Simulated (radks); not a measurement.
# Valence configurations of Ca

An exercise on one series of results from a longer session: the logs are not shown, and one member is left open.

Program: radks (a radial shooting solver on a logarithmic mesh, Libxc functionals) version 1. Level of theory: scalar-relativistic Kohn-Sham, PBE, spin-polarised, spherical densities, finite nucleus; open shells are filled with parallel spins first. These are calculated values, not measurements, unless marked.

## Starting point

- element: calcium (Z = 20)
- charge: 0
- electrons: 20
- configuration: [Ar] 4s2
- nuclear rms radius: 3.4776 fm
- others tried: 4s1 4p1; 4p2; 4s1.5 4p0.5; 3d1 4s1; 3d2

The outer shells:

Ca
```
[Ar] core
4s [↑↓]
```

Set-up of the first run:

The run's settings:

```text
Z 20
configuration [Ar] 4s2
relativity scalar-relativistic
functional pbe,pbe
spin polarised
nucleus finite rms 3.4776 fm
c 137.035999084
```

Run with:

```bash
$ python run_ks.py task.json out
```

The same process makes all the runs of this session.

Among the steps run: [Ar] 4s2.

One table of the session follows, with a row left open; its other results are not shown here.

It belongs to the step «[Ar] 4s2». From the orbitals of this run (lengths in bohr):

| level | <r> | outermost maximum (interpolated) | 90 % within | nodes |
| --- | --- | --- | --- | --- |
| 1s | 0.07685 | 0.0503 | 0.137 | 0 |
| 2s | 0.3643 | 0.300 | 0.567 | 1 |
| 2p | 0.3278 | 0.247 | 0.541 | 0 |
| 3s | ? | ? | ? | ? |
| 3p | 1.271 | 1.05 | 1.96 | 1 |
| 4s | 4.020 | 3.40 | 6.02 | 3 |

Estimate the missing values for 3s.

The run gave: <r>: 1.156; outermost maximum (interpolated): 0.994; 90 % within: 1.73; nodes: 2. In the column «<r>» it lies between 2s (0.3643) and 3p (1.271).
